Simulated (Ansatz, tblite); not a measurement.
# GeH3(OiPr) (C3H10GeO): rung by rung

How do method and basis change the picture of GeH3(OiPr) (C3H10GeO) (singlet)?

Method: as each input shows; program: Ansatz 0.2.0, Gaussian basis.

Levels to be run: GFN1-xTB, GFN2-xTB, PBE-D4/def2-TZVP, r2SCAN-D4/def2-TZVP, PBE-QIDH/def2-TZVP, BLYP-D4/def2-TZVP, ωB97M-V/def2-TZVP, PBE-D4/def2-SVP, PBE0-D4/def2-SVP, CCSD(T)/def2-SVP, MP2/def2-TZVP.

2 further runs of the same task are left out: 2 set aside as unsound or not needed.

## Step 1: The geometry

The geometry is that of the singlet, from an earlier relaxation (PBE0-D4/def2-SVP).

15 atoms, charge 0, spin multiplicity 1.

Bond lengths: C1–C2 1.517 Å, C1–C3 1.521 Å, C1–O5 1.414 Å, C1–H9 1.111 Å, C2–H10 1.101 Å, C2–H11 1.101 Å, C2–H12 1.099 Å, C3–H13 1.102 Å, C3–H14 1.101 Å, C3–H15 1.101 Å, Ge4–O5 1.782 Å, Ge4–H6 1.534 Å, Ge4–H7 1.543 Å, Ge4–H8 1.545 Å. Angles: C2–C1–C3 112.3°, C2–C1–O5 107.1°, C2–C1–H9 108.3°, C3–C1–O5 111.4°, C3–C1–H9 108.2°, O5–C1–H9 109.5°, C1–C2–H10 109.9°, C1–C2–H11 111.2°, C1–C2–H12 110.2°, H10–C2–H11 108.7°, H10–C2–H12 108.0°, H11–C2–H12 108.7°, C1–C3–H13 111.5°, C1–C3–H14 110.1°, C1–C3–H15 111.1°, H13–C3–H14 107.9°, H13–C3–H15 107.6°, H14–C3–H15 108.5° and more.

PBE0-D4/def2-TZVP was run before; its log isn't repeated, and its numbers join the tables.

## Step 2: GFN1-xTB

Tight binding, by tblite at 300 K electronic temperature and without a spin-polarisation term:

```python
tblite.interface.Calculator('GFN1-xTB', numbers, positions, charge=0, uhf=0).singlepoint()
```

Energy -493.0302 eV, HOMO -12.28 eV, LUMO -6.22 eV; 0.007 s.

## Step 3: GFN2-xTB

Tight binding, by tblite at 300 K electronic temperature and without a spin-polarisation term:

```python
tblite.interface.Calculator('GFN2-xTB', numbers, positions, charge=0, uhf=0).singlepoint()
```

Energy -476.9565 eV, HOMO -11.16 eV, LUMO -3.64 eV; 0.004 s.

## Step 4: PBE-D4/def2-TZVP

start.molden holds the orbitals of an earlier run on this state, given as this run's starting guess.

in.yaml reads:

```yaml
crystal:
  periodic: [false, false, false]
  atoms:
    - {symbol: C, position_ang: [-0.472796, -0.097919, -0.252987]}
    - {symbol: C, position_ang: [-1.473158, -1.236470, -0.314734]}
    - {symbol: C, position_ang: [0.545013, -0.163408, -1.381638]}
    - {symbol: Ge, position_ang: [1.075472, 1.210691, 1.672924]}
    - {symbol: O, position_ang: [0.155009, -0.164459, 1.011755]}
    - {symbol: H, position_ang: [1.154921, 0.938654, 3.180216]}
    - {symbol: H, position_ang: [2.486739, 1.276214, 1.052853]}
    - {symbol: H, position_ang: [0.299663, 2.509026, 1.359509]}
    - {symbol: H, position_ang: [-1.029461, 0.859891, -0.341813]}
    - {symbol: H, position_ang: [-0.949576, -2.201541, -0.230240]}
    - {symbol: H, position_ang: [-2.034711, -1.222361, -1.261188]}
    - {symbol: H, position_ang: [-2.185328, -1.161269, 0.519526]}
    - {symbol: H, position_ang: [1.250033, 0.682247, -1.338450]}
    - {symbol: H, position_ang: [1.128001, -1.095239, -1.311200]}
    - {symbol: H, position_ang: [0.050178, -0.134048, -2.364544]}
basis:
  gaussian: {orbitals: def2-TZVP, initial_orbitals: start.molden}
hamiltonian: {xc: pbe, dispersion: d4}
scf: {omitted_lower_state_checks: [starts]}
output: {forces: true, orbitals: {seedname: orbitals}}
```

Run with:

```sh
> ansatz run in.yaml --threads 4 --pin off --events-out ev --progress --plain --max-ram 4787MiB
```

The program printed (excerpt; [...] marks lines left out):

```text
Functional definition: PBE
  name "PBE"
  cite "Perdew, Burke & Ernzerhof, Phys. Rev. Lett. 77, 3865 (1996) doi:10.1103/PhysRevLett.77.3865"
  parent pbe
[...]
1489 factors; their error is unknown
[...]
mean field -61826.15969275 eV, -2272.0694614323 hartree, gradient 1.6e-5 eV, S^2 0.000000; 0 other end points of the search recorded, 0 dependent functions left out
[...]
reference -61826.15974271 eV, -2272.0694632684 hartree; 34, 34 occupied and 198, 198 virtual orbitals, 1489 factors
Total energy: -61826.46016641 eV, -2272.0805036358 hartree
Atom 0 at    -0.472796    -0.097919    -0.252987 Å, force    -0.232568     0.254969    -0.421535 eV/Å
Atom 1 at    -1.473158    -1.236470    -0.314734 Å, force    -0.127490    -0.174239     0.031137 eV/Å
Atom 2 at     0.545013    -0.163408    -1.381638 Å, force     0.159117    -0.013087    -0.166858 eV/Å
Atom 3 at     1.075472     1.210691     1.672924 Å, force     0.144243     0.279695     0.055892 eV/Å
Atom 4 at     0.155009    -0.164459     1.011755 Å, force     0.020230    -0.458395     0.474614 eV/Å
Atom 5 at     1.154921     0.938654     3.180216 Å, force     0.000915    -0.054074     0.138173 eV/Å
Atom 6 at     2.486739     1.276214     1.052853 Å, force     0.144052     0.015102    -0.062045 eV/Å
Atom 7 at     0.299663     2.509026     1.359509 Å, force    -0.069018     0.131101    -0.035937 eV/Å
Atom 8 at    -1.029461     0.859891    -0.341813 Å, force    -0.008159     0.019849    -0.000051 eV/Å
Atom 9 at    -0.949576    -2.201541    -0.230240 Å, force    -0.020052     0.011850    -0.016910 eV/Å
Atom 10 at    -2.034711    -1.222361    -1.261188 Å, force     0.024740     0.004848     0.026864 eV/Å
Atom 11 at    -2.185328    -1.161269     0.519526 Å, force     0.000844    -0.008710    -0.035798 eV/Å
Atom 12 at     1.250033     0.682247    -1.338450 Å, force    -0.027044    -0.022855    -0.001551 eV/Å
Atom 13 at     1.128001    -1.095239    -1.311200 Å, force    -0.016570     0.017808    -0.008264 eV/Å
Atom 14 at     0.050178    -0.134048    -2.364544 Å, force     0.006758    -0.003862     0.022269 eV/Å
Dipole moment:     0.004925     0.150127    -0.123195 e Å
Checks for a lower state left out: starts
```

Run time: 2.9 s. Hardware: 4 threads of Arm Neoverse V2, shared host.

From the report: HOMO -6.13 eV, LUMO -0.47 eV.

## Step 5: r2SCAN-D4/def2-TZVP

Changes to in.yaml since step 4:

```diff
@@ -20,4 +20,4 @@
   gaussian: {orbitals: def2-TZVP, initial_orbitals: start.molden}
-hamiltonian: {xc: pbe, dispersion: d4}
+hamiltonian: {xc: r2scan, dispersion: d4}
 scf: {omitted_lower_state_checks: [starts]}
-output: {forces: true, orbitals: {seedname: orbitals}}
+output: {orbitals: {seedname: orbitals}}
```

Same command.

The program printed:

```text
Functional definition: r2SCAN
  name "r2SCAN"
  cite "Furness, Kaplan, Ning, Perdew & Sun, J. Phys. Chem. Lett. 11, 8208 (2020) doi:10.1021/acs.jpclett.0c02405"
  cite "Furness, Kaplan, Ning, Perdew & Sun, J. Phys. Chem. Lett. 11, 9248 (2020) doi:10.1021/acs.jpclett.0c03077"
  parent r2scan
  parameter k0 = 0.174
  parameter k1 = 0.065
  parameter a1 = 4.9479
  exchange = r2scan_x(k0 = k0, k1 = k1, a1 = a1)
  correlation = r2scan_c
these checks for a lower state are left out or cut short: starts
1489 factors; their error is unknown
mean field evaluation 1: about -61838.4552 eV, gradient 7.1e0 eV
mean field evaluation 2: about -61838.5035 eV, gradient 6.0e-2 eV
mean field evaluation 4: about -61838.4616 eV, gradient 4.1e-4 eV
mean field -61838.46158222 eV, -2272.5215475319 hartree, gradient 2.3e-5 eV, S^2 0.000000; 0 other end points of the search recorded, 0 dependent functions left out
reference -61838.46159618 eV, -2272.5215480448 hartree; 34, 34 occupied and 198, 198 virtual orbitals, 1489 factors
Total energy: -61838.53990162 eV, -2272.5244257168 hartree
Checks for a lower state left out: starts
```

Wall time 5.5 s (4 threads of Arm Neoverse V2, shared host).

From the report: HOMO -6.45 eV, LUMO -0.10 eV.

## Step 6: PBE-QIDH/def2-TZVP

Changes to in.yaml since step 5:

```diff
@@ -20,4 +20,3 @@
   gaussian: {orbitals: def2-TZVP, initial_orbitals: start.molden}
-hamiltonian: {xc: r2scan, dispersion: d4}
+hamiltonian: {xc: {name: PBE-QIDH}}
 scf: {omitted_lower_state_checks: [starts]}
-output: {orbitals: {seedname: orbitals}}
```

Same command.

The program printed (excerpt; [...] marks lines left out):

```text
Functional definition: PBE-QIDH
  name "PBE-QIDH"
  cite "Brémond, Sancho-García, Pérez-Jiménez & Adamo, J. Chem. Phys. 141, 031101 (2014) doi:10.1063/1.4890314"
  cite "Perdew, Burke & Ernzerhof, Phys. Rev. Lett. 77, 3865 (1996) doi:10.1103/PhysRevLett.77.3865"
[...]
1624 factors; integrals over basis functions are off by at most 1.2e-3 eV
[...]
mean field -61808.35562768 eV, -2271.4151741091 hartree, gradient 1.4e-6 eV, S^2 0.000000; 0 other end points of the search recorded, 0 dependent functions left out
13 core orbitals not correlated: weight in the atoms' cores, before any rotation towards them, 1.000 or more for the frozen orbitals, at most 0.000 for the correlated occupied ones
reference -61808.35564259 eV, -2271.4151746569 hartree; 21, 21 occupied and 198, 198 virtual orbitals, 1624 factors
second order -30.75192857 eV of doubles, -0.00000000 eV of singles
Total energy: -61818.60628544 eV, -2271.7918788337 hartree
Checks for a lower state left out: starts
```

Wall time 7 s (4 threads of Arm Neoverse V2, shared host); peak memory 0.65 GiB.

## Step 7: BLYP-D4/def2-TZVP

Changes to in.yaml since step 6:

```diff
@@ -20,3 +20,4 @@
   gaussian: {orbitals: def2-TZVP, initial_orbitals: start.molden}
-hamiltonian: {xc: {name: PBE-QIDH}}
+hamiltonian: {xc: {name: BLYP}, dispersion: d4}
 scf: {omitted_lower_state_checks: [starts]}
+output: {orbitals: {seedname: orbitals}}
```

The command is unchanged.

The program printed:

```text
Functional definition: BLYP
  name "BLYP"
  cite "Becke, Phys. Rev. A 38, 3098 (1988) doi:10.1103/PhysRevA.38.3098"
  cite "Lee, Yang & Parr, Phys. Rev. B 37, 785 (1988) doi:10.1103/PhysRevB.37.785"
  parameter beta = 0.0042
  parameter a = 0.04918
  parameter b = 0.132
  parameter c = 0.2533
  parameter d = 0.349
  exchange = b88_x(beta = beta)
  correlation = lyp_c(a = a, b = b, c = c, d = d)
these checks for a lower state are left out or cut short: starts
1489 factors; their error is unknown
mean field evaluation 1: about -61840.4678 eV, gradient 1.6e1 eV
mean field evaluation 2: about -61840.7777 eV, gradient 2.7e-1 eV
mean field evaluation 4: about -61840.7267 eV, gradient 7.6e-4 eV
mean field -61840.72669914 eV, -2272.6047890433 hartree, gradient 9.0e-6 eV, S^2 0.000000; 0 other end points of the search recorded, 0 dependent functions left out
reference -61840.72712970 eV, -2272.6048048661 hartree; 34, 34 occupied and 198, 198 virtual orbitals, 1489 factors
Total energy: -61841.38829140 eV, -2272.6291021103 hartree
Checks for a lower state left out: starts
```

It took 2.4 s on 4 threads of Arm Neoverse V2, shared host.

From the report: HOMO -6.05 eV, LUMO -0.37 eV.

## Step 8: ωB97M-V/def2-TZVP

Changes to in.yaml since step 7:

```diff
@@ -20,3 +20,3 @@
   gaussian: {orbitals: def2-TZVP, initial_orbitals: start.molden}
-hamiltonian: {xc: {name: BLYP}, dispersion: d4}
+hamiltonian: {xc: {name: wB97M-V}}
 scf: {omitted_lower_state_checks: [starts]}
```

The command is unchanged.

The program printed (excerpt; [...] marks lines left out):

```text
Functional definition: wB97M-V
  name "wB97M-V"
  cite "Mardirossian & Head-Gordon, J. Chem. Phys. 144, 214110 (2016) doi:10.1063/1.4952647"
  cite "Becke, J. Chem. Phys. 107, 8554 (1997) doi:10.1063/1.475007"
  cite "Vydrov & Van Voorhis, J. Chem. Phys. 133, 244103 (2010) doi:10.1063/1.3521275"
  # Of w^i u^j: cxij and so on, Table III.
[...]
  gx(w, u) = 1 - cx + cx01*u + cx10*w
  gss(w, u) = css00 + css04*u^4 + css10*w + css20*w^2 + css43*w^4*u^3
  gos(w, u) = cos00 + cos10*w + (cos20 + cos21*u)*w^2 + (cos60 + cos61*u)*w^6
[...]
      + integral(e_c_pw_mod_opposite_spin*gos(b97_w_opposite, b97_u_opposite)) + vv10(b, c)
[...]
1517 factors; their error is unknown
415 factors; integrals over basis functions are off by at most 8.6e-6 eV
[...]
mean field -61835.80517746 eV, -2272.4239264574 hartree, gradient 2.0e-5 eV, S^2 0.000000; 0 other end points of the search recorded, 0 dependent functions left out
reference -61835.80523412 eV, -2272.4239285398 hartree; 34, 34 occupied and 198, 198 virtual orbitals, 1517 factors
Total energy: -61835.80523412 eV, -2272.4239285398 hartree
Checks for a lower state left out: starts
```

Run time: 11 s. Hardware: 4 threads of Arm Neoverse V2, shared host; peak memory 0.86 GiB.

HOMO -10.02 eV, LUMO 2.10 eV.

## Step 9: PBE-D4/def2-SVP

Changes to in.yaml since step 8:

```diff
@@ -19,4 +19,4 @@
 basis:
-  gaussian: {orbitals: def2-TZVP, initial_orbitals: start.molden}
-hamiltonian: {xc: {name: wB97M-V}}
+  gaussian: {orbitals: def2-SVP, initial_orbitals: start.molden}
+hamiltonian: {xc: pbe, dispersion: d4}
 scf: {omitted_lower_state_checks: [starts]}
```

The command is unchanged.

The program printed:

```text
Functional definition: PBE
  name "PBE"
  cite "Perdew, Burke & Ernzerhof, Phys. Rev. Lett. 77, 3865 (1996) doi:10.1103/PhysRevLett.77.3865"
  parent pbe
  parameter kappa = 0.804
  parameter beta = 0.06672455060314922
  exchange = pbe_x(kappa = kappa, mu = beta*pi^2/3)
  correlation = pbe_c(beta = beta)
these checks for a lower state are left out or cut short: starts
1548 factors; their error is unknown
mean field evaluation 1: about -61812.8330 eV, gradient 9.9e0 eV
mean field evaluation 2: about -61813.0580 eV, gradient 1.7e-1 eV
mean field evaluation 4: about -61812.9802 eV, gradient 2.9e-4 eV
mean field -61812.98022876 eV, -2271.5851250641 hartree, gradient 1.4e-5 eV, S^2 0.000000; 0 other end points of the search recorded, 0 dependent functions left out
reference -61812.98026873 eV, -2271.5851265328 hartree; 34, 34 occupied and 104, 104 virtual orbitals, 1548 factors
Total energy: -61813.28069243 eV, -2271.5961669002 hartree
Checks for a lower state left out: starts
```

Wall time 1.4 s (4 threads of Arm Neoverse V2, shared host).

From the report: HOMO -5.98 eV, LUMO -0.23 eV.

## Step 10: PBE0-D4/def2-SVP

Changes to in.yaml since step 9:

```diff
@@ -20,3 +20,3 @@
   gaussian: {orbitals: def2-SVP, initial_orbitals: start.molden}
-hamiltonian: {xc: pbe, dispersion: d4}
+hamiltonian: {xc: pbe0, dispersion: d4}
 scf: {omitted_lower_state_checks: [starts]}
```

The command is unchanged.

The program printed:

```text
Functional definition: PBE0
  name "PBE0"
  cite "Adamo & Barone, J. Chem. Phys. 110, 6158 (1999) doi:10.1063/1.478522"
  cite "Perdew, Burke & Ernzerhof, Phys. Rev. Lett. 77, 3865 (1996) doi:10.1103/PhysRevLett.77.3865"
  parent pbe
  parameter a = 0.25
  parameter kappa = 0.804
  parameter beta = 0.06672455060314922
  exchange = (1 - a)*pbe_x(kappa = kappa, mu = beta*pi^2/3) + a*exact_x
  correlation = pbe_c(beta = beta)
these checks for a lower state are left out or cut short: starts
1587 factors; their error is unknown
mean field evaluation 1: about -61815.0776 eV, gradient 7.2e0 eV
mean field evaluation 2: about -61815.1990 eV, gradient 9.0e-2 eV
mean field evaluation 4: about -61815.3288 eV, gradient 1.6e-4 eV
mean field -61815.32882722 eV, -2271.6714344654 hartree, gradient 2.0e-5 eV, S^2 0.000000; 0 other end points of the search recorded, 0 dependent functions left out
reference -61815.32885819 eV, -2271.6714356037 hartree; 34, 34 occupied and 104, 104 virtual orbitals, 1587 factors
Total energy: -61815.58313249 eV, -2271.6807800119 hartree
Checks for a lower state left out: starts
```

Run time: 1.9 s. Hardware: 4 threads of Arm Neoverse V2, shared host.

Report: HOMO -7.55 eV, LUMO 0.64 eV.

## Step 11: CCSD(T)/def2-SVP

Changes to in.yaml since step 10:

```diff
@@ -20,3 +20,3 @@
   gaussian: {orbitals: def2-SVP, initial_orbitals: start.molden}
-hamiltonian: {xc: pbe0, dispersion: d4}
+correlation: {method: ccsd_t}
 scf: {omitted_lower_state_checks: [starts]}
```

Launched as before.

The program printed (excerpt; [...] marks lines left out):

```text
Functional definition: HF
  name "HF"
  cite "Fock, Z. Phys. 61, 126 (1930) doi:10.1007/BF01340294"
  parent pbe
[...]
1398 factors; integrals over basis functions are off by at most 1.3e-3 eV
[...]
mean field -61749.58520097 eV, -2269.2554007635 hartree, gradient 1.5e-6 eV, S^2 0.000000; 0 other end points of the search recorded, 0 dependent functions left out
13 core orbitals not correlated: weight in the atoms' cores, before any rotation towards them, 1.000 or more for the frozen orbitals, at most 0.000 for the correlated occupied ones
reference -61749.58520097 eV, -2269.2554007635 hartree; 21, 21 occupied and 104, 104 virtual orbitals, 1398 factors
second order -23.30616051 eV of doubles, -0.00000000 eV of singles
cycle   1  -23.96308065 eV  change   -6.6e-1 eV  update   1.1e-1
[...]
cycle   9  -24.79345845 eV  change   -7.6e-6 eV  update   2.1e-5
perturbative correction -0.69328436 eV, -0.0254777304 hartree
Total energy: -61775.07194378 eV, -2270.1920212862 hartree
Checks for a lower state left out: starts
```

Run time: 25 s. Hardware: 4 threads of Arm Neoverse V2, shared host; peak memory 1.1 GiB.

Hartree-Fock HOMO -11.44 eV, LUMO 3.88 eV; T1 0.010.

## Step 12: MP2/def2-TZVP

Changes to in.yaml since step 11:

```diff
@@ -19,4 +19,4 @@
 basis:
-  gaussian: {orbitals: def2-SVP, initial_orbitals: start.molden}
-correlation: {method: ccsd_t}
+  gaussian: {orbitals: def2-TZVP, initial_orbitals: start.molden}
+correlation: {method: mp2}
 scf: {omitted_lower_state_checks: [starts]}
```

Launched as before.

The program printed:

```text
Functional definition: HF
  name "HF"
  cite "Fock, Z. Phys. 61, 126 (1930) doi:10.1007/BF01340294"
  parent pbe
  exchange = exact_x
  correlation = 0
these checks for a lower state are left out or cut short: starts
1624 factors; integrals over basis functions are off by at most 1.2e-3 eV
mean field evaluation 1: about -61761.4631 eV, gradient 3.3e1 eV
mean field evaluation 2: about -61762.4966 eV, gradient 1.1e0 eV
mean field evaluation 4: about -61762.7600 eV, gradient 8.9e-3 eV
mean field evaluation 8: about -61762.7600 eV, gradient 1.1e-6 eV
mean field -61762.76004656 eV, -2269.7395674087 hartree, gradient 3.3e-6 eV, S^2 0.000000; 0 other end points of the search recorded, 0 dependent functions left out
13 core orbitals not correlated: weight in the atoms' cores, before any rotation towards them, 1.000 or more for the frozen orbitals, at most 0.000 for the correlated occupied ones
reference -61762.76004656 eV, -2269.7395674087 hartree; 21, 21 occupied and 198, 198 virtual orbitals, 1624 factors
second order -27.27920278 eV of doubles, -0.00000000 eV of singles
Total energy: -61790.03924934 eV, -2270.7420596202 hartree
Checks for a lower state left out: starts
```

It took 3.5 s on 4 threads of Arm Neoverse V2, shared host; peak memory 0.61 GiB.

From the report: Hartree-Fock HOMO -11.43 eV, LUMO 3.40 eV.

## Step 13: Comparison

```
              level  functions  HOMO (eV)  LUMO (eV)  gap (eV)   time
    PBE-D4/def2-SVP        138      -5.98      -0.23      5.75  1.4 s
   PBE-D4/def2-TZVP        232      -6.13      -0.47      5.66  2.9 s
  BLYP-D4/def2-TZVP        232      -6.05      -0.37      5.67  2.4 s
r2SCAN-D4/def2-TZVP        232      -6.45      -0.10      6.35  5.5 s
   PBE0-D4/def2-SVP        138      -7.55       0.64      8.20  1.9 s
  PBE0-D4/def2-TZVP        232      -7.65       0.40      8.04  3.9 s
  ωB97M-V/def2-TZVP        232     -10.02       2.10     12.12   11 s
```

Energy pieces by basis (eV):

| basis | HF | MP2 correlation | CCSD correlation | (T) | total |
| --- | --- | --- | --- | --- | --- |
| def2-SVP | -61749.5852 | -23.3062 | -24.7935 | -0.6933 | -61775.0719 |
| def2-TZVP | -61762.7600 | -27.2792 |  |  | -61790.0392 (MP2) |

The correlation energy is far from converged in these sets, so it jumps between bases; where outer-core shells are correlated, the sets cover them unevenly.

## Step 14: Binding energy

Free atoms were run apart at each level; binding is atoms less cluster, divided by the number of atoms, without zero-point or spin-orbit terms.

Differences are taken before rounding.

```
             method  binding an atom (eV)  from CCSD(T)/def2-SVP (eV)   time
        HF/def2-SVP                 2.810                      -0.776       
       HF/def2-TZVP                 2.771                      -0.815       
    PBE-D4/def2-SVP                 3.810                      +0.225  1.4 s
   PBE-D4/def2-TZVP                 3.782                      +0.197  2.9 s
  BLYP-D4/def2-TZVP                 3.714                      +0.128  2.4 s
r2SCAN-D4/def2-TZVP                 3.745                      +0.160  5.5 s
   PBE0-D4/def2-SVP                 3.766                      +0.180  1.9 s
  PBE0-D4/def2-TZVP                 3.736                      +0.151  3.9 s
  ωB97M-V/def2-TZVP                 3.738                      +0.153   11 s
       MP2/def2-SVP                 3.596                      +0.011       
      MP2/def2-TZVP                 3.642                      +0.057  3.5 s
      CCSD/def2-SVP                 3.554                      -0.031       
   CCSD(T)/def2-SVP                 3.586                           0   25 s
```

Among the levels timed on like hardware and quicker than the yardstick, those that no quicker one beats, quickest first: PBE-D4/def2-SVP (1.4 s, +0.225 eV); PBE0-D4/def2-SVP (1.9 s, +0.180 eV); BLYP-D4/def2-TZVP (2.4 s, +0.128 eV); MP2/def2-TZVP (3.5 s, +0.057 eV).

## Step 15: Results

```
                                                 quantity                                 value
gap in def2-TZVP, named functionals, smallest and largest  5.66 eV (PBE-D4), 12.12 eV (ωB97M-V)
                     correlation energy, CCSD(T)/def2-SVP                             -25.49 eV
                        correlation energy, MP2/def2-TZVP                             -27.28 eV
                        binding an atom, CCSD(T)/def2-SVP                              3.586 eV
          PBE0 total energy, smallest basis above largest        13.04 eV (def2-SVP, def2-TZVP)
```

In words: Over the named functionals in def2-TZVP the gap runs from 5.66 eV (PBE-D4) to 12.12 eV (ωB97M-V); exact exchange widens it. The functionals in def2-TZVP miss CCSD(T)/def2-SVP by +0.128 (BLYP-D4) to +0.197 eV (PBE-D4) an atom. The yardstick is in a double-zeta basis, so levels in larger sets aren't compared like for like. The reference is CCSD(T) in one finite basis, so it carries an error of its own, often a tenth of an eV or more, and near misses can't be ranked.

For cost: MP2/def2-TZVP gets within 0.057 eV in 3.5 s, where CCSD(T)/def2-SVP took 25 s; the quickest level in the cost chart, PBE-D4/def2-SVP, takes 1.4 s and misses by 0.225 eV. The slowest run with a step of its own, CCSD(T)/def2-SVP, took 25 s; the quickest functional in def2-TZVP took 2.4 s (shared host).
